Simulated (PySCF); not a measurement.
**TiBr₄: fields and orbitals**

Aim: take TiBr₄ and analyse its density (charges, bond critical points, surface potential) and measure its response to a uniform field.

The runs use PySCF 2.14.0; levels as typed in each script, gas phase, geometry from GFN2-xTB.

1 further run of the same task is left out (it didn't finish).

### 1 Where the work starts

5 atoms, charge 0, spin multiplicity 1.

Bond lengths: Br1–Ti2 2.343 Å, Ti2–Br3 2.343 Å, Ti2–Br4 2.343 Å, Ti2–Br5 2.343 Å. Angles: Br1–Ti2–Br3 109.5°, Br1–Ti2–Br4 109.5°, Br1–Ti2–Br5 109.5°, Br3–Ti2–Br4 109.5°, Br3–Ti2–Br5 109.5°, Br4–Ti2–Br5 109.5°.

Geometry (Å):

```xyz
5
Br4Ti
Br   -1.35261    1.87133   -0.39583
Ti   -0.00017    0.00004   -0.00004
Br   -1.35259   -1.87135    0.39585
Br    1.35266    0.39585    1.87128
Br    1.35265   -0.39586   -1.87128
```

### 2 Density, bond paths and surface potential (PBE/def2-tzvp)

Input file input.py:

```python
import numpy as np
from pyscf import gto, scf, dft
from pyscf.scf import atom_ks, atom_hf
from scipy.linalg import block_diag

def solve(mol, dm0=None, hcore=None):
    mf = (dft.UKS if mol.spin else dft.RKS)(mol, xc='pbe')
    mf.grids.level = 3
    mf = mf.density_fit(auxbasis='def2-universal-jkfit')
    mf.conv_tol, mf.max_cycle = 1e-8, 80
    if hcore is not None:
        mf.get_hcore = lambda *args: hcore
    mf.kernel(dm0)
    if not mf.converged:
        mf = mf.newton().run(mf.mo_coeff, mf.mo_occ, max_cycle=30)
    assert mf.converged, 'SCF not converged'
    return mf

mol = gto.M(atom='''
Br    -1.35261     1.87133    -0.39583
Ti    -0.00017     0.00004    -0.00004
Br    -1.35259    -1.87135     0.39585
Br     1.35266     0.39585     1.87128
Br     1.35265    -0.39586    -1.87128
''', basis='def2-tzvp', charge=0, spin=0, verbose=4)
mf = solve(mol)
mf.analyze()
# spherically averaged free atoms, for the promolecule
atm = atom_ks.get_atm_nrks(mol, xc='pbe')
pro = block_diag(*[(atm[a[0]][2] * atm[a[0]][3]) @ atm[a[0]][2].T for a in mol._atom])
np.savez('result.npz', e=mf.e_tot, c=mf.mo_coeff, occ=mf.mo_occ, eps=mf.mo_energy, pro=pro, dip=mf.dip_moment(verbose=0), s2=mf.spin_square()[0])
```

The run is started by

```console
> OMP_NUM_THREADS=1 python input.py
```

### 4 Response to an electric field (PBE/def2-tzvp)

input.py, as its differences from that of step 2:

```diff
@@ -25,4 +25,10 @@
 ''', basis='def2-tzvp', charge=0, spin=0, verbose=4)
+field = np.array([0.004, 0.0, 0.0])  # atomic units
+mol.set_common_orig(mol.atom_charges() @ mol.atom_coords() / mol.atom_charges().sum())
 mf = solve(mol)
-mf.analyze()
+out = dict(dm0=mf.make_rdm1(), d0=mf.dip_moment(unit='AU'), e0=mf.e_tot)
+for name, sign in (('p', 1), ('m', -1)):
+    h = mf.get_hcore() + sign * np.einsum('x,xij->ij', field, mol.intor('int1e_r'))
+    mi = solve(mol, mf.make_rdm1(), h)
+    out.update({'dm' + name: mi.make_rdm1(), 'd' + name: mi.dip_moment(unit='AU'), 'e' + name: mi.e_tot})
 # spherically averaged free atoms, for the promolecule
@@ -30,2 +36,2 @@
 pro = block_diag(*[(atm[a[0]][2] * atm[a[0]][3]) @ atm[a[0]][2].T for a in mol._atom])
-np.savez('result.npz', e=mf.e_tot, c=mf.mo_coeff, occ=mf.mo_occ, eps=mf.mo_energy, pro=pro, dip=mf.dip_moment(verbose=0), s2=mf.spin_square()[0])
+np.savez('result.npz', pro=pro, **out)
```

(Steps that only read results are left out.)

What does the calculation give? Wanted: dipole moment; HOMO, LUMO; polarisability along the field.

**Answer**, as computed:

| quantity | value |
| --- | --- |
| dipole moment (PBE/def2-tzvp) | 0.00 D |
| HOMO, LUMO (PBE/def2-tzvp) | -7.55, -4.61 eV |
| polarisability along the field (PBE/def2-tzvp) | 127.1 bohr³ |

At PBE/def2-tzvp: The highest Hirshfeld charge is on Ti2 (+0.26 e), the lowest on Br1, Br3, Br4 and Br5 (−0.07 e). The geometry was not optimised at these levels.
